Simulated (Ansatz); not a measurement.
**Time against size: HSE06, supercells of Si, on 1 × GB200**

Program: Ansatz 0.2.0. No other job shared the machine, and each run was timed once from launch to exit. Hardware: a node with four NVIDIA GB200 cards and 144 Grace (Neoverse V2) cores. Times and memory are rounded to two significant figures, and ratios are formed from the unrounded values. A row is a single run, so small differences between rows aren't established. System services beside the runs took up to 6 cores (rounded up). Precision is the program's default, which can work at lower precision in parts of a run. Card memory is the largest of readings taken every 0.4 s, so short peaks can be missed, and it isn't given for runs under about 3 s. It shows what a run took, which needn't be the least that it can run in: the program holds more work at once where threads and free memory allow.

The smallest member is a 2×2×1 supercell of Si (Fd-3m), atoms displaced at random by about 0.04 Å along each cell vector. Its input:

```yaml
crystal:
  lattice:
    - [0.000000, 5.443702, 5.443702]
    - [5.443702, 0.000000, 5.443702]
    - [2.721851, 2.721851, 0.000000]
  atoms:
    - { symbol: Si, position: [0.137149, 0.121556, 0.254103] }
    - { symbol: Si, position: [0.000761, 0.004339, -0.014570] }
    - { symbol: Si, position: [0.122845, 0.621096, 0.238833] }
    - { symbol: Si, position: [-0.004384, 0.497337, -0.002980] }
    - { symbol: Si, position: [0.620289, 0.127193, 0.244311] }
    - { symbol: Si, position: [0.483385, 0.006187, -0.004072] }
    - { symbol: Si, position: [0.621138, 0.626395, 0.252389] }
    - { symbol: Si, position: [0.500274, 0.495560, 0.001991] }
kpoints:
  mp_grid: { grid: [1, 1, 1] }
hamiltonian:
  xc: hse06
  pseudopotentials: { azcp: { folder: soft_1 } }
scf:
  occupations: { method: fixed }
output: { forces: true }
```

The program chose a cutoff of 420 eV. The folder soft_1 holds one of the program's own sets of PAW files, generated with PBE and used with every functional where the input names it. For this functional the program regenerates the frozen cores at set-up.

Command, without the flags for output files and display:

```bash
ansatz run input.yaml --backend cuda --devices 1
```

```
atoms  electrons  k mesh  k points  plane waves  dense FFT grid  bands at the start  SCF iterations  threads  wall time  SCF clock  outside it  host memory (GiB)  fullest card (GiB)                                          remarks
    8         32   1×1×1         1         3095        54×54×27                  24              24       24      1.5 s     0.35 s       1.1 s                1.6                      band table 0.028 s; exchange on 25×25×15 points
   16         64   1×1×1         1         6231        54×54×54                  48              21       48      1.6 s     0.45 s       1.2 s                1.8                      band table 0.039 s; exchange on 25×25×25 points
   36        144   1×1×1         1        14113        80×80×54                 108              22       72      2.3 s     0.97 s       1.3 s                2.0                      band table 0.073 s; exchange on 40×40×25 points
   72        288   1×1×1         1        28363       108×80×80                 216              24       72      3.5 s      1.8 s       1.7 s                2.4                 7.0   band table 0.18 s; exchange on 54×40×40 points
  128        512   1×1×1         1        50557     108×108×108                 384              25       72      6.6 s      4.1 s       2.5 s                3.2                  11   band table 0.36 s; exchange on 54×54×54 points
  360       1440   1×1×1         1       141841     160×160×135                1080              30       72       36 s       32 s       3.5 s                9.3                  57    band table 4.0 s; exchange on 80×80×72 points
  432       1728   1×1×1         1       169911     160×160×160                1296              29       72       55 s       52 s       3.7 s                 12                  79    band table 6.9 s; exchange on 80×80×80 points
```

The SCF clock is the program's own. It runs from the start of the first SCF loop to the final result and holds forces, stress, later SCFs and response steps. Outside it lie start-up, exit and the set-up ahead of the first loop, which depends on the cell and the method.

SCF iterations are those that the program logged, summed over all steps and exchange cycles of a run; an SCF made in search of a lower state can go uncounted. A hybrid's count includes the PBE SCF that it starts from. Runs at Γ alone can use real arithmetic, which is cheaper than at other k points.

«exchange on a×b×c points»: exact exchange forms its pair densities on this grid and not on the dense one, without the augmentation charges, which are treated apart. «band table a s»: behind the SCF the program solved its bands further for a band table, asked for or not, which took a s of the SCF clock (told where that is 5 % of it or more).

One k point is too coarse a mesh for the properties of small cells; the series shows cost alone.

The threads change along the series too.

Of the smallest member's 1.5 s, 1.1 s lies outside the SCF clock, so the wall time grows less with size than the clocked work: from 8 to 432 atoms the wall time changes by a factor of 38, and the time on the SCF clock by 150. The smallest member has under 2 s on the SCF clock, so these factors are rough.

**Question.** How long does the member with 200 atoms take (1×1×1 mesh, 1 k point, 78817 plane waves, 600 bands)?

**Answer.** 12 s, in 28 SCF iterations, with 4.7 GiB of host memory and 21 GiB on the fullest card. Of the wall time 9.1 s is on the SCF clock and 2.6 s outside. It made 2 exchange cycles. Remarks: band table 0.79 s; exchange on 72×72×54 points.
